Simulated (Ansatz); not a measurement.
# Si3H6O: one species, many methods

How much do the methods differ for Si3H6O? The plan is to run it at one geometry with functionals of several rungs and with coupled cluster. The yardstick is the atomisation energy at the CCSD(T) limit.

Program: Ansatz 0.2.0, Gaussian basis. Level of theory: functionals in def2-TZVPP, the program's frozen cores in correlated methods. These are calculated values, not measurements.

Plan: LDA (SPW92), PBE-D4, revPBE-D4, BLYP-D4, r2SCAN-D4, B97M-V, PBE0-D4, B3LYP-D4, r2SCANh-D4, r2SCAN0-D4, HSE06-D4, BHLYP-D4, CAM-B3LYP-D4, LC-ωPBE, ωB97X-V, ωB97M-V, B2PLYP, PBE-QIDH; CCSD(T)/def2-SVP; CCSD(T)/def2-TZVPP; MP2/def2-QZVPP; extrapolation to the limit; RPA on PBE.

## 1. The geometry

All runs share one geometry, relaxed beforehand with PBE0-D4 in a triple-zeta def2 set.

SMILES `[SiH3][SiH]1O[SiH2]1`, 10 atoms, charge 0, spin multiplicity 1.

Atoms are counted from 1 here; the program's logs count them from 0.

Bond lengths: Si1–Si2 2.334 Å, Si1–H5 1.488 Å, Si1–H6 1.488 Å, Si1–H7 1.486 Å, Si2–O3 1.707 Å, Si2–Si4 2.197 Å, Si2–H8 1.489 Å, O3–Si4 1.691 Å, Si4–H9 1.483 Å, Si4–H10 1.484 Å. Angles: Si2–Si1–H5 111.3°, Si2–Si1–H6 108.6°, Si2–Si1–H7 109.3°, H5–Si1–H6 108.9°, H5–Si1–H7 109.3°, H6–Si1–H7 109.4°, Si1–Si2–O3 114.7°, Si1–Si2–Si4 124.5°, Si1–Si2–H8 113.5°, O3–Si2–Si4 49.4°, O3–Si2–H8 112.9°, Si4–Si2–H8 121.5°, Si2–O3–Si4 80.6°, Si2–Si4–O3 50.0°, Si2–Si4–H9 124.5°, Si2–Si4–H10 124.4°, O3–Si4–H9 114.1°, O3–Si4–H10 114.2° and more.

## 2. LDA

This LDA is Slater exchange with PW92 correlation.

Input file in.yaml:

```yaml
crystal:
  periodic: [false, false, false]
  atoms:
    - {symbol: Si, position_ang: [-1.396932, 0.924992, -0.990216]}
    - {symbol: Si, position_ang: [-0.332816, -0.600695, 0.419094]}
    - {symbol: O, position_ang: [1.052366, -1.341076, -0.248960]}
    - {symbol: Si, position_ang: [1.779248, -0.481287, 1.013000]}
    - {symbol: H, position_ang: [-2.075650, 0.235697, -2.120792]}
    - {symbol: H, position_ang: [-2.414280, 1.670375, -0.200848]}
    - {symbol: H, position_ang: [-0.392845, 1.879096, -1.527716]}
    - {symbol: H, position_ang: [-1.264862, -1.575881, 1.048746]}
    - {symbol: H, position_ang: [2.411002, -1.339624, 2.044885]}
    - {symbol: H, position_ang: [2.717767, 0.577304, 0.565707]}
basis:
  gaussian: {orbitals: def2-TZVPP}
hamiltonian: {xc: lda}
output: {orbitals: {seedname: orbitals}}
```

On the command line:

```bash
$ ansatz run in.yaml --threads 2 --pin off --events-out ev --progress --plain --max-ram 4352MiB
```

After this run come: PBE-D4 (GGA); revPBE-D4 (GGA); BLYP-D4 (GGA); r2SCAN-D4 (meta-GGA); B97M-V (meta-GGA); B3LYP-D4 (hybrid); r2SCANh-D4 (hybrid); r2SCAN0-D4 (hybrid); HSE06-D4 (hybrid); BHLYP-D4 (hybrid); CAM-B3LYP-D4 (range-separated); LC-ωPBE (range-separated); ωB97X-V (range-separated); ωB97M-V (range-separated); B2PLYP (double hybrid); PBE-QIDH (double hybrid); CCSD(T) in def2-SVP; CCSD(T) in def2-TZVPP; MP2 in def2-QZVPP; RPA on PBE orbitals.

Q: Predict the results of all the runs planned. Wanted: atomisation energy, CCSD(T)/CBS; farthest beyond LDA; mean size of error, GGA; mean size of error, meta-GGA; mean size of error, hybrid; mean size of error, range-separated; mean size of error, double hybrid; gap, smallest and largest; T1 diagnostic.

The runs gave:

```
                               quantity                                      value
        atomisation energy, CCSD(T)/CBS                              3125.3 kJ/mol
 functionals within 15.6 kJ/mol (0.5 %)           r2SCAN-D4, CAM-B3LYP-D4, ωB97M-V
                    farthest beyond LDA                    BHLYP-D4 (-80.5 kJ/mol)
                mean size of error, GGA                                46.3 kJ/mol
           mean size of error, meta-GGA                                 9.7 kJ/mol
             mean size of error, hybrid                                45.1 kJ/mol
    mean size of error, range-separated                                23.4 kJ/mol
      mean size of error, double hybrid                                59.7 kJ/mol
              gap, smallest and largest  3.78 eV (LDA (SPW92)), 10.27 eV (LC-ωPBE)
                          T1 diagnostic                                     0.0152
triples share of the correlation energy                                      3.8 %
```

In words: The LDA atomisation energy is off by 363.3 kJ/mol (12 %): it overbinds. PBE-D4 is off by -20.5 kJ/mol. Double hybrids carry the basis error of their MP2 part in triple zeta, and no dispersion term here, so their miss is partly the set-up's. By mean error the best rung here is meta-GGA (9.7 kJ/mol) and the worst beyond LDA is double hybrid (59.7 kJ/mol). Misses under about 15.6 kJ/mol are within the doubt on the reference itself, which lacks core-valence correlation, relativity and higher excitations. Hartree-Fock recovers 73 % of the binding; the rest is correlation. CCSD(T) in def2-SVP is off by -276.0 kJ/mol, which most functionals beat. Orbital gaps span 3.8 to 10.3 eV; exact exchange widens them.
